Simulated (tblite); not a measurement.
# C6H9NSeSi: the cost of one run

The runs use tblite 0.8.0 and PySCF 2.14.0, with density-fitted response routines of our own; the level of theory stands in each step. All values are computed, except where a source is named. Atoms are numbered from 0 throughout.

**1. Starting geometry**

18 atoms, charge 0, multiplicity 1; geometry from: force field or distance geometry start.

Bonds of the start (Å): C0–Se1 1.93, Se1–Si2 2.27, Si2–C3 1.84, C3–C4 1.32, C4–C5 1.46, C5–C6 1.32, C6–C7 1.44, C7–N8 1.15, C0–H9 1.09, C0–H10 1.13, C0–H11 1.11, Si2–H12 1.46, Si2–H13 1.47, C3–H14 1.07, C4–H15 1.08, C5–H16 1.09, C6–H17 1.09.

**2. Optimising the geometry with GFN2-xTB**

What the job is given:

```
{"job": {"kind": "relax", "xc": "GFN2-xTB", "basis": "xTB"}, "charge": 0, "multiplicity": 1}
C      4.305000     0.409500     0.482900
Se     2.980500    -0.546700    -0.550700
Si     0.921300    -0.236600     0.358500
C     -0.215700    -1.408300    -0.496800
C     -1.500000    -1.137300    -0.629000
C     -2.095800     0.104900    -0.152200
C     -3.386600     0.296900    -0.350200
C     -4.079100     1.476600     0.089300
N     -4.657600     2.414000     0.427700
H      5.328500     0.051000     0.355900
H      4.334700     1.491600     0.168400
H      4.020900     0.327200     1.554000
H      0.478700     1.142800     0.170900
H      0.995400    -0.613200     1.776900
H      0.200700    -2.326100    -0.851000
H     -2.132800    -1.855300    -1.125700
H     -1.527900     0.879700     0.364700
H     -3.978800    -0.464300    -0.854700
```

Command:

```
$ OMP_NUM_THREADS=1 python probes_run.py task.json out
```

The driver reads the jobs from task.json and runs them one after another.

**Question.** How long does this first job take on 1 thread of Intel Xeon at 2.50GHz, shared host, and how much memory does it need?

About 3.5 s, with a peak of 0.18 GiB.
